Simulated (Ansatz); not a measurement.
# TiC: the cost of one run

Computed with Ansatz 0.2.0 (DFT HSE06, scalar-relativistic, plane waves, PAW, unless a step's input says otherwise).

**1. Starting point**

Symmetry: Fm-3m, No. 225, cubic system. Conventional cell: a = 4.420 Å, b = 4.420 Å, c = 4.420 Å, α = 90.00°, β = 90.00°, γ = 90.00°. Ti (site symmetry m-3m) has 6 C at 2.21 Å in its first shell of neighbours. C (site symmetry m-3m) is surrounded by 6 Ti at 2.21 Å.

Structure file:

```
Ti C
1.0
     0.00000    2.21000    2.21000
     2.21000    0.00000    2.21000
     2.21000    2.21000    0.00000
Ti C
1 1
Cartesian
  0.0000 0.0000 0.0000
  2.2100 2.2100 2.2100
```

This is a trial structure built by rule; it need not be a known or stable form of this composition.

The cell is the ideal cubic rocksalt prototype; whether it is the stable structure of this composition wasn't checked.

**2. Coarse point 1 of the search for the rest volume**

File input.yaml:

```yaml
crystal:
  lattice:
    - [0.0, 2.21, 2.21]
    - [2.21, 0.0, 2.21]
    - [2.21, 2.21, 0.0]
  atoms:
    - { symbol: Ti, position: [0.0, 0.0, 0.0] }
    - { symbol: C, position: [0.5, 0.5, 0.5] }
basis:
  ecutwfc: 420
kpoints:
  mp_grid: { grid: [6, 6, 6] }
hamiltonian:
  xc: hse06
scf:
  occupations: { method: gaussian, width: 0.05 }
output:
  forces: true
  stress: true
  eigenvalues: true
```

Started as:

```console
$ ansatz run input.yaml --threads 4 --pin off --max-ram 12288MiB --backend cpu --events-out ev --progress --plain --runs-dir out
```

**Question.** How long does this run take on 4 threads of Arm Neoverse V2, shared host, and how much memory does it need?

About 4.6 s, with a peak of 0.73 GiB.
